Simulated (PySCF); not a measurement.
# NiF3: ligand-field states, spin distribution, part 2 of 2

PySCF 2.14.0. Atoms count from 0. The steps go on from the part before.

### 8 Ligand-field states: state-averaged CASSCF (basis x2c-TZVPall)

What the job is given:

```
{"job": {"kind": "lf", "basis": "x2c-TZVPall", "nevpt": true}, "charge": 0, "metal": "Ni", "open_shell": "d7"}
Ni     0.000000     0.000000     0.000000
F     -0.850422     1.472957    -0.000000
F      1.714298    -0.105609    -0.000000
F     -0.765674    -1.537438    -0.000000
```

With the program's defaults for keys left out, this is: state-averaged CASSCF of the metal d shell, SC-NEVPT2 on the averaged canonical orbitals, state-interaction spin-orbit coupling.

The log of the run:

```text
basis functions 141, electrons 55, active (7e, 5o)
stage 1: DIIS on the effective Fock matrix, level shift 0.30
cycle   1  E = -1811.6057026984  dE = -1.812e+03  max|g| = 3.198e+00
cycle   2  E = -1815.6190351118  dE = -4.013e+00  max|g| = 2.247e+00
cycle   3  E = -1817.0242989222  dE = -1.405e+00  max|g| = 1.507e+00
cycle   4  E = -1817.2220876774  dE = -1.978e-01  max|g| = 5.812e-01
cycle   5  E = -1817.4861835631  dE = -2.641e-01  max|g| = 2.403e-01
cycle   6  E = -1817.6384478165  dE = -1.523e-01  max|g| = 2.164e-01
cycle   7  E = -1817.6545402526  dE = -1.609e-02  max|g| = 1.417e-01
cycle   8  E = -1817.5360106568  dE =  1.185e-01  max|g| = 2.615e-01
cycle   9  E = -1817.1780380203  dE =  3.580e-01  max|g| = 5.379e-01
cycle  10  E = -1816.5337602171  dE =  6.443e-01  max|g| = 9.701e-01
cycle  11  E = -1815.8761612234  dE =  6.576e-01  max|g| = 1.353e+00
cycle  12  E = -1815.4995445943  dE =  3.766e-01  max|g| = 1.549e+00
cycle  13  E = -1815.3206616435  dE =  1.789e-01  max|g| = 1.647e+00
cycle  14  E = -1815.1862304030  dE =  1.344e-01  max|g| = 1.733e+00
cycle  15  E = -1815.1179047866  dE =  6.833e-02  max|g| = 1.782e+00
stage 2: quasi-Newton rotations from the point of smallest gradient
cycle  18  E = -1817.6664715239  dE = -1.193e-02  max|g| = 6.083e-02
cycle  19  E = -1817.6715868968  dE = -5.115e-03  max|g| = 2.431e-02
cycle  20  E = -1817.6720302523  dE = -4.434e-04  max|g| = 2.455e-03
cycle  21  E = -1817.6720479045  dE = -1.765e-05  max|g| = 1.297e-03
cycle  22  E = -1817.6720510355  dE = -3.131e-06  max|g| = 4.824e-04
cycle  23  E = -1817.6720514890  dE = -4.535e-07  max|g| = 1.356e-04
cycle  24  E = -1817.6720515385  dE = -4.954e-08  max|g| = 4.171e-05
cycle  25  E = -1817.6720515411  dE = -2.586e-09  max|g| = 1.631e-05
cycle  26  E = -1817.6720515414  dE = -2.954e-10  max|g| = 5.454e-06
converged average energy = -1817.6720515414

 mult deg   label        CASSCF/cm-1   NEVPT2/cm-1
   4   1   4B2                 0.0           0.0
   4   1   4A2              2123.7        1095.4
   4   1   4B1              1934.2        1411.0
   4   1   4A1              7674.5        9615.6
   4   1   4B2              9077.0       11670.8
   4   1   4A2             10004.4       14008.6
   4   1   4B1             10409.5       14299.3
   2   1   2B1             20122.0       15885.9
   2   1   2A1             18613.1       16012.9
   2   1   2A2             20601.9       16120.4
   2   1   2A1             21097.9       16156.5
   2   1   2B2             19105.0       17146.0
   2   1   2B2             22113.2       17810.8
   2   1   2B1             20846.3       17887.2
   2   1   2A2             21181.9       18166.6
   2   1   2B1             24110.7       19886.0
   2   1   2A2             24021.1       20021.5
   2   1   2A1             23815.6       22212.7
   4   1   4A2             22563.5       22533.5
   2   1   2B2             26922.6       22695.1
   4   1   4B1             23345.7       23084.2
   2   1   2A2             25778.0       23791.2
   2   1   2B1             25549.5       23958.4
   2   1   2A1             30815.7       30805.2
   2   1   2B2             30715.4       30838.2
   2   1   2A1             32651.9       31144.8
   2   1   2B2             33192.2       31640.0
   2   1   2A1             33248.2       31829.2
   2   1   2A2             32853.4       34361.5
   2   1   2B1             33711.5       35460.3
   2   1   2B1             36399.9       37210.9
   2   1   2B2             35618.7       37211.5
   2   1   2A2             35875.9       37237.7
   2   1   2B2             37088.1       37486.0
   2   1   2A2             37985.5       38194.0
   2   1   2B1             38673.3       38932.2
   2   1   2A1             36272.4       39276.5
   4   1   4B2             38078.9       43124.5
   2   1   2A2             48173.9       45464.2
   2   1   2B1             48810.5       45578.9
   2   1   2B2             53330.9       51437.1
   2   1   2A1             53173.0       51701.6
   2   1   2A2             56768.3       57354.3
   2   1   2B1             57231.1       58182.4
   2   1   2B2             58150.0       60109.7
   2   1   2B2             73299.4       67883.8
   2   1   2A1             73614.6       68354.3
   2   1   2B1             82621.2       79140.5
   2   1   2A2             84128.6       80934.0
   2   1   2A1             87167.8       83302.4

spin-orbit levels / cm-1
      0.00  x2  4B2 0.79 4A2 0.13 4B1 0.08
    217.78  x2  4B2 0.82 4A2 0.09 4B1 0.09
   1362.19  x2  4A2 0.67 4B1 0.33
   1777.04  x2  4A2 0.74 4B2 0.16 4B1 0.09
   2034.28  x2  4B1 0.85 4A2 0.10 4B2 0.05
   2454.08  x2  4B1 0.56 4A2 0.27 4B2 0.17
   9849.88  x2  4A1 0.89 4B2 0.08
  10062.94  x2  4A1 0.97
  12101.44  x2  4B2 0.95
  12295.74  x2  4B2 0.88 4A1 0.09
  13477.35  x2  4A2 0.53 4B1 0.40 2A1 0.04
  14287.46  x2  4A2 0.64 4B1 0.29
  15060.22  x2  4B1 0.65 4A2 0.30
  15610.28  x2  4B1 0.52 4A2 0.40 2A1 0.04
  15908.00  x2  2B1 0.51 2A1 0.38 4A2 0.06
  16136.44  x2  2A2 0.55 2A1 0.18 2A1 0.10
  16754.67  x2  2A1 0.66 2A2 0.13 2B1 0.10
  17253.67  x2  2B2 0.54 2A1 0.14 2B1 0.10
  17603.03  x2  2A1 0.24 2A2 0.20 2B1 0.19
  18074.43  x2  2B2 0.52 2A2 0.19 2B1 0.09
  18850.31  x2  2B1 0.37 2B2 0.29 2A2 0.17
  19304.27  x2  2A2 0.51 2B1 0.23 2B2 0.22
  19954.44  x2  2B1 0.50 2A2 0.39 2B2 0.07
  20855.47  x2  2A2 0.48 2B1 0.37 2A1 0.11
  22174.36  x2  2B2 0.52 4A2 0.21 2A1 0.17
  22861.09  x2  4A2 0.64 2A1 0.26 4B1 0.05
  22969.12  x2  4A2 0.76 2A1 0.13 2B1 0.06
  23194.71  x2  4B1 0.57 2A1 0.20 4A2 0.10
  23480.79  x2  4B1 0.78 2A2 0.15
  24379.18  x2  2A2 0.28 4B1 0.22 2B1 0.17
```

Wall time 4.8 s (1 thread of Arm Neoverse V2, shared host); peak memory 0.44 GiB.

In short:

```csv
quantity,value
spin-orbit constant ζ,660 cm⁻¹
```

Powder susceptibility:

```csv
T (K),χT (cm³ K/mol),μ(eff)
2,2.251,4.24
20,2.453,4.43
100,3.212,5.07
300,3.658,5.41
```

### 9 Ligand-field states: state-averaged CASSCF (avg hs)

What the job is given:

```
{"job": {"kind": "lf", "basis": {"metal": "x2c-TZVPall", "ligand": "x2c-SVPall"}, "nevpt": true, "avg": "hs"}, "charge": 0, "metal": "Ni", "open_shell": "d7"}
Ni     0.000000     0.000000     0.000000
F     -0.850422     1.472957    -0.000000
F      1.714298    -0.105609    -0.000000
F     -0.765674    -1.537438    -0.000000
```

Method: state-averaged CASSCF of the metal d shell, SC-NEVPT2 on the averaged canonical orbitals, state-interaction spin-orbit coupling.

The log of the run:

```text
basis functions 90, electrons 55, active (7e, 5o)
stage 1: DIIS on the effective Fock matrix, level shift 0.30
cycle   1  E = -1811.1733273595  dE = -1.811e+03  max|g| = 3.289e+00
cycle   2  E = -1815.3493720026  dE = -4.176e+00  max|g| = 2.034e+00
cycle   3  E = -1816.7876889774  dE = -1.438e+00  max|g| = 1.580e+00
cycle   4  E = -1816.7774851682  dE =  1.020e-02  max|g| = 6.310e-01
cycle   5  E = -1817.0418403821  dE = -2.644e-01  max|g| = 2.891e-01
cycle   6  E = -1817.3241747798  dE = -2.823e-01  max|g| = 2.625e-01
cycle   7  E = -1817.3355413338  dE = -1.137e-02  max|g| = 1.111e-01
cycle   8  E = -1817.3269463128  dE =  8.595e-03  max|g| = 1.092e-01
cycle   9  E = -1817.3501484804  dE = -2.320e-02  max|g| = 8.750e-02
cycle  10  E = -1817.3342495005  dE =  1.590e-02  max|g| = 8.691e-02
cycle  11  E = -1817.2530903473  dE =  8.116e-02  max|g| = 1.836e-01
cycle  12  E = -1817.0559943848  dE =  1.971e-01  max|g| = 3.704e-01
cycle  13  E = -1816.5877955198  dE =  4.682e-01  max|g| = 8.030e-01
cycle  14  E = -1816.0796265192  dE =  5.082e-01  max|g| = 1.181e+00
cycle  15  E = -1815.7068721725  dE =  3.728e-01  max|g| = 1.404e+00
stage 2: quasi-Newton rotations from the point of smallest gradient
cycle  17  E = -1817.3656197283  dE = -3.137e-02  max|g| = 9.390e-02
cycle  18  E = -1817.3699794590  dE = -4.360e-03  max|g| = 1.278e-01
cycle  19  E = -1817.3768716231  dE = -6.892e-03  max|g| = 6.784e-03
cycle  20  E = -1817.3770120288  dE = -1.404e-04  max|g| = 4.321e-03
cycle  21  E = -1817.3770295959  dE = -1.757e-05  max|g| = 1.169e-03
cycle  22  E = -1817.3770320977  dE = -2.502e-06  max|g| = 3.028e-04
cycle  23  E = -1817.3770322441  dE = -1.463e-07  max|g| = 1.031e-04
cycle  24  E = -1817.3770322632  dE = -1.912e-08  max|g| = 2.993e-05
cycle  25  E = -1817.3770322652  dE = -2.007e-09  max|g| = 8.989e-06
converged average energy = -1817.3770322652

 mult deg   label        CASSCF/cm-1   NEVPT2/cm-1
   4   1   4B2                 0.0           0.0
   4   1   4A2              2034.4        1435.4
   4   1   4B1              1845.0        1626.7
   4   1   4A1              7415.4        9503.0
   4   1   4B2              8825.8       11543.2
   4   1   4A2              9756.5       13461.1
   4   1   4B1             10099.5       13795.9
   2   1   2A1             19335.3       16602.9
   2   1   2B1             20836.3       16925.2
   2   1   2A2             21293.5       17167.8
   2   1   2A1             21837.5       17421.1
   2   1   2B2             19802.2       17647.1
   2   1   2B1             21532.0       18551.9
   2   1   2A2             21824.6       18936.4
   2   1   2B2             22858.6       19060.3
   2   1   2B1             24817.1       21051.2
   2   1   2A2             24757.7       21067.7
   4   1   4A2             22827.0       22465.1
   2   1   2A1             24518.9       22762.9
   4   1   4B1             23609.6       23074.2
   2   1   2B2             27664.9       23180.1
   2   1   2A2             26418.2       24134.7
   2   1   2B1             26183.0       24149.0
   2   1   2A1             31254.6       31132.1
   2   1   2B2             31169.6       31156.8
   2   1   2A1             33891.9       31837.2
   2   1   2A1             33252.2       31933.9
   2   1   2B2             33771.4       32130.6
   2   1   2A2             33392.8       34368.0
   2   1   2B1             34153.2       35443.0
   2   1   2B2             36207.1       37027.9
   2   1   2A2             36416.7       37327.5
   2   1   2B1             36958.6       37428.4
   2   1   2B2             37623.1       37787.5
   2   1   2A2             38562.9       38151.7
   2   1   2B1             39238.4       38911.4
   2   1   2A1             36768.7       38966.3
   4   1   4B2             38234.4       42476.9
   2   1   2A2             49337.6       45884.7
   2   1   2B1             49902.4       46135.6
   2   1   2B2             54350.4       51773.0
   2   1   2A1             54148.3       51923.6
   2   1   2A2             57670.1       57411.8
   2   1   2B1             58091.8       58153.1
   2   1   2B2             59004.6       59911.9
   2   1   2B2             74853.6       68303.5
   2   1   2A1             75182.8       68803.1
   2   1   2B1             84187.2       79320.8
   2   1   2A2             85631.9       81064.1
   2   1   2A1             88725.3       83686.0

spin-orbit levels / cm-1
      0.00  x2  4B2 0.83 4A2 0.10 4B1 0.08
    213.21  x2  4B2 0.86 4A2 0.07 4B1 0.07
   1610.89  x2  4A2 0.60 4B1 0.39
   2025.65  x2  4A2 0.73 4B1 0.13 4B2 0.13
   2224.43  x2  4B1 0.80 4A2 0.16 4B2 0.03
   2655.38  x2  4B1 0.52 4A2 0.33 4B2 0.15
   9688.19  x2  4A1 0.89 4B2 0.09
   9913.80  x2  4A1 0.96
  11932.47  x2  4B2 0.94
  12143.49  x2  4B2 0.87 4A1 0.10
  12933.16  x2  4A2 0.55 4B1 0.41
  13756.69  x2  4A2 0.67 4B1 0.27 4B2 0.04
  14543.43  x2  4B1 0.68 4A2 0.28
  15119.01  x2  4B1 0.56 4A2 0.42
  16604.94  x2  2A1 0.61 2B1 0.28 2A2 0.07
  17096.83  x2  2A2 0.48 2B1 0.30 2A1 0.17
  17779.11  x2  2B2 0.68 2B1 0.09 2A2 0.09
  17926.12  x2  2A1 0.64 2B1 0.11 2B1 0.09
  18386.24  x2  2A2 0.30 2B1 0.26 2A1 0.25
  18981.16  x2  2B2 0.30 2A2 0.27 2B1 0.24
  19761.48  x2  2B2 0.41 2B1 0.37 2B2 0.09
  20030.01  x2  2A2 0.59 2B2 0.14 2B2 0.12
  21027.28  x2  2B1 0.43 2A2 0.43 2B2 0.07
  21751.52  x2  2A2 0.39 2B1 0.36 2A1 0.18
  22404.96  x2  4A2 0.48 2B2 0.39 4B1 0.05
  22834.49  x2  4A2 0.81 4B1 0.12 2B1 0.03
  23030.93  x2  4A2 0.43 4B1 0.31 2B2 0.11
  23444.34  x2  4B1 0.56 2A1 0.28 2A2 0.08
  23503.58  x2  4B1 0.59 2A1 0.24 2A2 0.06
  24620.46  x2  2B1 0.31 2B2 0.22 4B1 0.14
```

Run time: 2.6 s. Hardware: 1 thread of Arm Neoverse V2, shared host; peak memory 0.44 GiB.

From this job:

```csv
quantity,value
spin-orbit constant ζ,676 cm⁻¹
```

Powder susceptibility:

```csv
T (K),χT (cm³ K/mol),μ(eff)
2,2.184,4.18
20,2.386,4.37
100,3.141,5.01
300,3.569,5.34
```

### 10 Ligand field across the series

From the NEVPT2 states (cm⁻¹; the spread is that of the fitted one-electron ligand-field levels):

```csv
step,setting,ground state,next state,orbital spread,Racah B,ζ,"μ(eff), 300 K"
3,as given,4B2,4A2 at 1045,16826,1221,660,5.43
8,basis x2c-TZVPall,4B2,4A2 at 1095,16774,1214,660,5.41
9,avg hs,4B2,4A2 at 1435,16085,1222,676,5.34
```

### 11 Summary of results

The summary covers parts 1 to 2.

| quantity | value |
| --- | --- |
| point group | C2v |
| rotational constants (main isotopes) | 6.49, 5.68, 3.03 GHz |
| spin-orbit constant ζ (step 3, state-averaged CASSCF) | 660 cm⁻¹ |
| ground multiplicity, μ(eff) at 300 K (step 3, 3 donors at 1.70 to 1.72 Å) | 4, 5.43 μB |
| ground multiplicity, μ(eff) at 300 K (step 8, 3 donors at 1.70 to 1.72 Å) | 4, 5.41 μB |
| ground multiplicity, μ(eff) at 300 K (step 9, 3 donors at 1.70 to 1.72 Å) | 4, 5.34 μB |

**Reading.** Over 7 steps the energy fell by 0.019 eV; of the close pairs, Ni0–F2 changed most, 1.733 to 1.718 Å. In step 3, χT goes from 2.27 at 2 K to 3.69 cm³ K/mol at 300 K, as higher levels fill or mix in.
